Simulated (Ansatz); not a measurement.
# Ge2Sb2Te5: the cost of one run

Program: Ansatz 0.2.0. Level of theory: DFT LDA, scalar-relativistic, plane waves, PAW. These are calculated values, not measurements.

**1. Starting point**

It takes space group P-3m1 (No. 164, trigonal). The conventional cell has a = 4.175 Å, b = 4.175 Å, c = 16.913 Å, α = 90.00°, β = 90.00°, γ = 120.00°. Ge (site symmetry 3m) has 6 Te at 2.79 to 3.14 Å in its first shell of neighbours. Sb (site symmetry 3m) is surrounded by 6 Te at 2.97 to 3.12 Å. Te (site symmetry -3m) has 6 Sb at 3.12 Å in its first shell of neighbours. Te (site symmetry 3m) has 3 Sb at 2.97 Å and 3 Ge at 3.14 Å in its first shell of neighbours. Around Te (site symmetry 3m) lie 3 Ge at 2.79 Å.

Structure file:

```cif
data_structure
_symmetry_space_group_name_H-M 'P-3m1'
_symmetry_Int_Tables_number 164
_cell_length_a 4.1753
_cell_length_b 4.1753
_cell_length_c 16.9128
_cell_angle_alpha 90.000
_cell_angle_beta 90.000
_cell_angle_gamma 120.000
_cell_volume 255.34
loop_
_atom_site_label
_atom_site_type_symbol
_atom_site_symmetry_multiplicity
_atom_site_Wyckoff_symbol
_atom_site_fract_x
_atom_site_fract_y
_atom_site_fract_z
_atom_site_occupancy
Ge1 Ge 2 c 0.00000 0.00000 0.33896 1
Sb1 Sb 2 d 0.33333 0.66667 0.11737 1
Te1 Te 1 a 0.00000 0.00000 0.00000 1
Te2 Te 2 d 0.33333 0.66667 0.77971 1
Te3 Te 2 d 0.33333 0.66667 0.42191 1
```

**2. Single point: Ge2Sb2Te5, no spin**

Input file input.yaml:

```yaml
crystal:
  lattice:
    - [4.1753014584, 0.0, 0.0]
    - [-2.0876507292, 3.6159171315, 0.0]
    - [0.0, 0.0, 16.9127693778]
  atoms:
    - { symbol: Ge, position: [0.0, 0.0, 0.3389641276] }
    - { symbol: Ge, position: [0.0, 0.0, 0.6610358724] }
    - { symbol: Sb, position: [0.3333333333, 0.6666666667, 0.1173651535] }
    - { symbol: Sb, position: [0.6666666667, 0.3333333333, 0.8826348465] }
    - { symbol: Te, position: [0.0, 0.0, 0.0] }
    - { symbol: Te, position: [0.3333333333, 0.6666666667, 0.779713939] }
    - { symbol: Te, position: [0.6666666667, 0.3333333333, 0.220286061] }
    - { symbol: Te, position: [0.3333333333, 0.6666666667, 0.4219135989] }
    - { symbol: Te, position: [0.6666666667, 0.3333333333, 0.5780864011] }
scf:
  occupations: { method: gaussian, width: 0.05 }
output:
  forces: true
  stress: false
hamiltonian:
  xc: lda
kpoints:
  mp_grid: { grid: [10, 10, 2] }
```

Started as:

```bash
> ansatz run input.yaml --threads 4 --pin off --max-ram 8192MiB --backend cpu --events-out ev --progress --plain --runs-dir out
```

What time and memory should one allow on 4 threads of Intel Xeon at 2.30GHz, shared host?

About 4.3 s, with a peak of 0.99 GiB.
